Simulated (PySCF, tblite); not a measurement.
# C10H10ClN: excited states

Wanted: excited states for C10H10ClN (`CN(C)c1cc(Cl)cc2c1C=C2`).

Programs: tblite 0.8.0 and PySCF 2.14.0, with routines of our own; each step states its level. All values are computed. Atoms count from 0.

## 1. The system as given

22 atoms, charge 0, multiplicity 1; geometry from: force field or distance geometry start.

## 2. Geometry optimisation with GFN2-xTB

Job settings and geometry (Å):

```
{"job": {"kind": "relax", "xc": "GFN2-xTB", "basis": "xTB"}, "charge": 0, "multiplicity": 1}
C     -2.598000     0.841100     0.189800
N     -1.527200    -0.118200     0.078000
C     -1.857800    -1.540700     0.059800
C     -0.204700     0.288300     0.012700
C      0.195100     1.634300     0.054400
C      1.558800     2.042600    -0.025000
Cl     1.937500     3.730100     0.013400
C      2.609000     1.125600    -0.116700
C      2.184400    -0.166900    -0.141400
C      0.870800    -0.558000    -0.072200
C      1.323400    -1.999200    -0.159700
C      2.623200    -1.596000    -0.221700
H     -2.514100     1.444300     1.112900
H     -2.614900     1.508500    -0.682300
H     -3.590400     0.366100     0.235200
H     -1.536700    -1.998700    -0.866600
H     -1.422600    -2.063000     0.910000
H     -2.950700    -1.700200     0.117400
H     -0.551000     2.425300     0.128300
H      3.648800     1.404200    -0.168600
H      0.825000    -2.953500    -0.158800
H      3.581600    -2.096400    -0.299900
```

Started as:

```
$ OMP_NUM_THREADS=1 python excited_run.py task.json out
```

This one command runs all jobs of the session in turn.

What it wrote:

```text
step      E/eV     max force
  0    -922.15120    2.316
  1    -922.29838    0.860
  2    -922.31689    0.426
  3    -922.32808    0.261
  4    -922.34266    0.329
  5    -922.35415    0.283
  6    -922.36156    0.206
  7    -922.36544    0.165
  8    -922.36783    0.108
  9    -922.36973    0.101
 10    -922.37129    0.098
 11    -922.37250    0.073
 12    -922.37342    0.067
 13    -922.37405    0.054
 14    -922.37456    0.057
 15    -922.37497    0.054
 16    -922.37526    0.028
 17    -922.37543    0.024
 18    -922.37555    0.025
 19    -922.37564    0.024
 20    -922.37571    0.018
 21    -922.37576    0.020
 22    -922.37581    0.015
 23    -922.37585    0.016
 24    -922.37587    0.009
```

Wall time 0.24 s (1 thread of Arm Neoverse V2, shared host).

Along the way:

```csv
step,energy from step 0 (eV),largest force (eV/Å)
0,0.0000,2.3156
1,-0.1472,0.8599
2,-0.1657,0.4263
3,-0.1769,0.2606
4,-0.1915,0.3291
5,-0.2029,0.2834
6,-0.2104,0.2056
7,-0.2142,0.1654
8,-0.2166,0.1081
9,-0.2185,0.1005
10,-0.2201,0.0984
11,-0.2213,0.0731
12,-0.2222,0.0670
13,-0.2228,0.0541
14,-0.2234,0.0573
15,-0.2238,0.0538
16,-0.2241,0.0281
17,-0.2242,0.0244
18,-0.2243,0.0250
19,-0.2244,0.0236
20,-0.2245,0.0185
21,-0.2246,0.0199
22,-0.2246,0.0154
23,-0.2246,0.0162
24,-0.2247,0.0090
```

Close pairs (by a distance rule), those that changed most:

```csv
bond,before (Å),after (Å),change (Å)
C4–C5,1.426,1.365,-0.060
C8–C9,1.372,1.421,+0.049
C3–C4,1.405,1.435,+0.030
C5–C7,1.397,1.421,+0.024
N1–C2,1.461,1.440,-0.021
C10–C11,1.362,1.343,-0.019
C2–H17,1.106,1.087,-0.019
N1–C3,1.385,1.367,-0.019
```

The end geometry stands in the next job.

## 3. Infrared spectrum with GFN2-xTB

Job settings and geometry (Å):

```
{"job": {"kind": "ir", "xc": "GFN2-xTB", "basis": "xTB"}, "charge": 0, "multiplicity": 1}
C     -2.584226     0.870957     0.191134
N     -1.529547    -0.102828     0.086298
C     -1.833496    -1.509632     0.058865
C     -0.214768     0.263983     0.021276
C      0.183843     1.642228     0.048501
C      1.493885     2.021262    -0.017678
Cl     1.871429     3.712158     0.022001
C      2.576328     1.105942    -0.118064
C      2.188404    -0.187270    -0.141802
C      0.833845    -0.612754    -0.075054
C      1.328845    -2.033355    -0.158039
C      2.609321    -1.633870    -0.221721
H     -2.484536     1.472415     1.100735
H     -2.592868     1.544043    -0.672366
H     -3.543118     0.359352     0.228440
H     -1.469701    -1.965214    -0.867471
H     -1.361862    -2.024614     0.901919
H     -2.908677    -1.658576     0.118770
H     -0.569486     2.408470     0.122974
H      3.594497     1.454844    -0.167200
H      0.839842    -2.989174    -0.164087
H      3.561635    -2.118981    -0.298279
```

What it wrote:

```text
mode    cm-1     km/mol
  1     -95.5      5.43
  2      38.2      0.10
  3     114.4      0.99
  4     124.6      0.14
  5     157.9      0.13
  6     161.2      0.10
  7     208.1      0.72
  8     240.9      0.09
  9     271.2      3.55
 10     292.4      2.76
 11     342.6      0.02
 12     362.9      0.05
 13     369.3      0.60
 14     490.6      1.42
 15     526.9      5.84
 16     561.8      1.06
 17     570.8      0.71
 18     674.5      2.70
 19     676.3      4.45
 20     750.6      7.50
 21     791.9      7.10
 22     793.0      2.90
 23     814.0     33.37
 24     848.4      0.56
 25     867.2     21.73
 26     933.5      0.63
 27    1006.1      6.04
 28    1026.4     23.03
 29    1042.9      3.75
 30    1054.1     34.99
 31    1084.4      1.40
 32    1103.1      0.23
 33    1119.3      0.06
 34    1139.5     14.75
 35    1179.1      2.79
 36    1205.0      0.81
 37    1288.7      3.88
 38    1332.1     54.95
 39    1360.4     18.12
 40    1412.5      6.77
 41    1424.5     96.29
 42    1451.9    113.60
 43    1464.9      2.07
 44    1478.1      8.39
 45    1492.9      7.78
 46    1498.0      2.84
 47    1508.6     32.08
 48    1570.6     25.41
 49    1632.2    178.94
 50    1694.1    207.53
 51    2921.7     33.51
 52    2925.7     38.23
 53    2947.4     46.60
 54    2953.0     29.52
 55    3036.0      4.38
 56    3042.4     56.21
 57    3108.3     12.01
 58    3121.2     20.33
 59    3124.3     39.58
 60    3156.6     48.65
```

Wall time 1.1 s (1 thread of Arm Neoverse V2, shared host).

The strongest bands and the atoms that carry them (share of the mass-weighted mode):

```csv
cm⁻¹,km/mol,atoms
1332,55.0,"N1 33 %, C5 12 %, H18 11 %"
1424,96.3,"H12 13 %, H13 13 %, C3 11 %, H14 11 %"
1452,113.6,"C3 21 %, N1 17 %"
1632,178.9,"C8 28 %, C3 26 %, C9 23 %, C7 18 %"
1694,207.5,"C8 33 %, C9 23 %, C3 12 %, C7 11 %"
2947,46.6,"H13 51 %, H12 44 %"
3042,56.2,"H17 61 %, H14 32 %"
3157,48.6,H21 83 %
```

## 4. Excited states: TDA B3LYP/def2-SVP

Settings changed since step 3:

```diff
@@ -1,2 +1,2 @@
-{"job": {"kind": "ir", "xc": "GFN2-xTB", "basis": "xTB"}, "charge": 0, "multiplicity": 1}
+{"job": {"kind": "states", "xc": "B3LYP", "basis": "def2-SVP", "tda": true, "soc": true, "nstates": 5, "ntriplets": 4, "nquad": 4}, "charge": 0, "multiplicity": 1}
 C     -2.584226     0.870957     0.191134
```

Level: TDA B3LYP/def2-SVP excited states, vertical, gas phase, spin-orbit mean-field couplings.

What it wrote:

```text
coarse grid: 19752 points
cycle   1  E = -901.2850514570  dE =  2.110e+00  |g| = 4.532e-01  |ddm| = 6.163e+00
cycle   2  E = -901.2588935038  dE =  2.616e-02  |g| = 5.617e-01  |ddm| = 1.448e+00
cycle   3  E = -901.3348754087  dE = -7.598e-02  |g| = 1.753e-01  |ddm| = 8.567e-01
cycle   4  E = -901.3429608266  dE = -8.085e-03  |g| = 5.106e-02  |ddm| = 2.769e-01
cycle   5  E = -901.3435841024  dE = -6.233e-04  |g| = 1.973e-02  |ddm| = 8.227e-02
cycle   6  E = -901.3436790698  dE = -9.497e-05  |g| = 6.087e-03  |ddm| = 3.112e-02
cycle   7  E = -901.3436882089  dE = -9.139e-06  |g| = 1.597e-03  |ddm| = 8.793e-03
final grid: 188544 points
cycle   8  E = -901.4754148706  dE = -6.064e-05  |g| = 7.501e-03  |ddm| = 8.179e-02
cycle   9  E = -901.4754017895  dE =  1.308e-05  |g| = 1.026e-02  |ddm| = 2.422e-02
cycle  10  E = -901.4754292354  dE = -2.745e-05  |g| = 1.992e-03  |ddm| = 1.476e-02
cycle  11  E = -901.4754302804  dE = -1.045e-06  |g| = 3.454e-04  |ddm| = 2.664e-03
cycle  12  E = -901.4754303046  dE = -2.427e-08  |g| = 2.011e-04  |ddm| = 7.093e-04
cycle  13  E = -901.4754303144  dE = -9.745e-09  |g| = 5.800e-05  |ddm| = 2.714e-04
cycle  14  E = -901.4754303153  dE = -8.911e-10  |g| = 1.769e-05  |ddm| = 9.654e-05
converged SCF energy = -901.4754303153

Singlet excitations
state   eV       nm        f     d(h-e)  d(exc)  Lambda  PR(NTO)  |dmu|/D   mu/D   main configurations
  1   2.6570   466.6   0.01936   0.819   3.219   0.718   1.028    2.104    4.997   H->L 0.96
  2   3.7599   329.8   0.02802   1.190   3.543   0.696   1.261    2.325    4.527   H-1->L 0.87, H->L+1 0.10
  3   4.9552   250.2   0.05121   0.769   3.839   0.690   1.942    1.754    3.331   H-2->L 0.55, H->L+1 0.29
  4   5.4795   226.3   0.00410   1.926   4.399   0.339   1.031    5.450    5.932   H->L+2 0.95
  5   5.5229   224.5   0.12469   0.959   3.539   0.709   1.725                     H-1->L+1 0.32, H->L+1 0.30, H->L+3 0.17

Triplet excitations (Tamm-Dancoff)
state   eV     d(h-e)  d(exc)  Lambda  PR(NTO)   main configurations
  1   1.6533   0.351   2.956   0.718   1.035   H->L 0.92
  2   2.8739   1.248   3.314   0.698   1.043   H-1->L 0.90
  3   3.9185   0.344   2.953   0.697   1.612   H->L+1 0.66, H-2->L 0.17
  4   4.1534   0.309   3.016   0.706   2.094   H-2->L 0.33, H->L+1 0.30, H->L+3 0.25
S1 - T1 = 1.0036 eV

Spin-orbit couplings |<S|Hso|T>| (cm-1)
             T1       T2       T3       T4
S0        0.058    0.035    0.060    0.208
S1        0.006    0.055    0.017    0.008
S2        0.042    0.014    0.017    0.018
S3        0.018    0.014    0.021    0.046
S4       12.566    2.389   12.254    3.825
S5        0.051    0.021    0.051    0.055
T1 sublevels (cm-1): 0.000 0.005 0.005   radiative rates (1/s): 0.0243 7.11e-07 7.33e-05
```

It took 74 s on 1 thread of Arm Neoverse V2, shared host; peak memory 0.91 GiB.

From this job:

```csv
quantity,value
S1 less T1,1.00 eV
```

Orbitals, density, ELF and potential are computed afterwards from the orbital file.

Frontier orbitals at B3LYP/def2-SVP, with the share of their density that lies nearest to each atom:

```csv
orbital,energy (eV),lies on
HOMO,-4.92,C9 26 %; C11 17 %; N1 16 %
LUMO,-1.57,"C10, C11 about 19 % each; C8 14 %; C4, C5, C9 about 9 % each"
```

ELF in a plane through or near 18 of the atoms.

Ten even steps from '0' (0.00) to '9' (1.00):
```
0000000000000000000000000000
0000000000100000000000000000
0000001234554000000000000000
0000015783797300000000000000
0000027877286103100000000000
0000001567840199800000000000
0001431015246599700100000000
0007999858277955015642100000
0007999585324894033659984000
0000012686424477738699997000
0000001536852846535015761000
0000003795342510464886100000
0001688566569601515999920000
0006999958247600453699700000
0002999722699910000011000000
0000011000499930000000000000
0000000000057600000000000000
0000000000000000000000000000
0000000000000000000000000000
0000000000000000000000000000
```
The map spans 12.5 Å across and 12.5 Å up, centred on the molecule. Atoms in the plane (x, y in Å): C0 (2.6, 0.9), N1 (1.5, -0.1), C2 (1.9, -1.5), C3 (0.2, 0.3), C4 (-0.2, 1.6), C5 (-1.6, 2.0), Cl6 (-2.0, 3.7), C7 (-2.6, 1.0), C8 (-2.2, -0.3), C9 (-0.8, -0.6), C10 (-1.3, -2.1), C11 (-2.6, -1.7), H14 (3.5, 0.5), H17 (3.0, -1.6), H18 (0.5, 2.4), H19 (-3.6, 1.3), H20 (-0.8, -3.0), H21 (-3.5, -2.2).

log10 of the density (e/Å³) in the same plane.

Ten even steps from ' ' (-4.0) to '@' (2.0):
```
                                                        
            ..::------::::..                            
          ..--====++++==--::..                          
        ..--==++**##****++==::....                      
        ..--==**##@@%%**++==------::....                
      ..::--==++********++++++++==------::::..          
    ..::--======++**##******##**++========--::..        
    ..--==********########@@**++==++******++==--::      
    ..--==****##@@****++********++++**@@****++==--..    
    ..::--==++**##**********%%########********==--..    
      ..::--==**##%%########****##%%##++++++==--::..    
      ::--==++**********##**++++**####****++==::..      
    ..::==++****@@##**##**++==++**##%%####++==::..      
    ..--==**##******####**++====++**++++++==--::..      
    ..::--==++++++++****##**==--======----::::..        
      ..::::--------==++++==--::::::::....              
          ........::::------::..                        
                      ......                            
                                                        
                                                        
```
The map spans 12.5 Å across and 12.5 Å up, centred on the molecule. Atoms in the plane (x, y in Å): C0 (2.6, 0.9), N1 (1.5, -0.1), C2 (1.9, -1.5), C3 (0.2, 0.3), C4 (-0.2, 1.6), C5 (-1.6, 2.0), Cl6 (-2.0, 3.7), C7 (-2.6, 1.0), C8 (-2.2, -0.3), C9 (-0.8, -0.6), C10 (-1.3, -2.1), C11 (-2.6, -1.7), H14 (3.5, 0.5), H17 (3.0, -1.6), H18 (0.5, 2.4), H19 (-3.6, 1.3), H20 (-0.8, -3.0), H21 (-3.5, -2.2).

On the surface of density 0.002 e/bohr³ the electrostatic potential runs, from the 1st to the 99th percentile, from -0.72 V near Cl6 to 1.07 V near H14.

## 5. Summary of results

| quantity | value |
| --- | --- |
| strongest single infrared mode (GFN2-xTB) | 1694 cm⁻¹, 208 km/mol |
| zero-point energy (GFN2-xTB) | 105.6 kcal/mol |
| S1 less T1 (step 4, TDA B3LYP/def2-SVP) | 1.00 eV |
| surface potential, 1st and 99th percentile | -0.72 V and 1.07 V |

In words: The lowest mode is imaginary (96i cm⁻¹), so the xTB geometry is not a minimum. The strongest single mode, at 1694 cm⁻¹, is carried by C8, C9, C3, C7. Unscaled tight-binding wavenumbers are off by several per cent, some by more. Its intensities can rank the bands wrongly. In step 4, the number of triplets below S1 is 1, and the largest singlet-triplet spin-orbit coupling is S4–T1, 12.57 cm⁻¹. At B3LYP/def2-SVP, counted by nearest atom on the grid, the HOMO lies on C9 26 %; C11 17 %, the LUMO on C10, C11 about 19 % each; C8 14 %.
